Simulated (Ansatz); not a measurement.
# Hf2H: the cost of one run

Method: DFT PBE, scalar-relativistic, plane waves, PAW, in Ansatz 0.2.0.

## 1. The system as given

It takes space group Fm-3m (No. 225, cubic). The conventional cell has a = 6.296 Å, b = 6.296 Å, c = 6.296 Å, α = 90.00°, β = 90.00°, γ = 90.00°. Hf (site symmetry -43m) has 4 H at 2.73 Å as nearest neighbours. Around H (site symmetry m-3m) lie 8 Hf at 2.73 Å.

Coordinates:

```cif
data_structure
_symmetry_space_group_name_H-M 'Fm-3m'
_symmetry_Int_Tables_number 225
_cell_length_a 6.2960
_cell_length_b 6.2960
_cell_length_c 6.2960
_cell_angle_alpha 90.000
_cell_angle_beta 90.000
_cell_angle_gamma 90.000
_cell_volume 249.57
loop_
_atom_site_label
_atom_site_type_symbol
_atom_site_symmetry_multiplicity
_atom_site_Wyckoff_symbol
_atom_site_fract_x
_atom_site_fract_y
_atom_site_fract_z
_atom_site_occupancy
Hf1 Hf 8 c 0.25000 0.75000 0.75000 1
H1 H 4 a 0.00000 0.00000 0.00000 1
```

A structure generator made this guess: species swapped into a database cell of Mg2Si (Fm-3m, No. 225), with Hf on the Mg sites and H on the Si sites. Its size is a rough estimate.

## 2. A first look at the guess

File input.yaml:

```yaml
crystal:
  lattice:
    - [0.0, 3.14799951, 3.14799951]
    - [3.14799951, 0.0, 3.14799951]
    - [3.14799951, 3.14799951, 0.0]
  atoms:
    - { symbol: Hf, position: [0.25, 0.25, 0.25] }
    - { symbol: Hf, position: [0.75, 0.75, 0.75] }
    - { symbol: H, position: [0.0, 0.0, 0.0] }
basis:
  ecutwfc: 420
kpoints:
  mp_grid: { grid: [6, 6, 6] }
hamiltonian:
  xc: pbe
scf:
  occupations: { method: gaussian, width: 0.1 }
  lower_state_search: "off"
output:
  forces: true
  stress: true
  eigenvalues: true
```

On the command line:

```bash
ansatz run input.yaml --threads 1 --pin off --max-ram 2560MiB --backend cpu --events-out ev --progress --plain --runs-dir out
```

What time and memory should one allow on 1 thread of Arm Neoverse V1, shared host?

About 2.5 s, with a peak of 0.31 GiB.
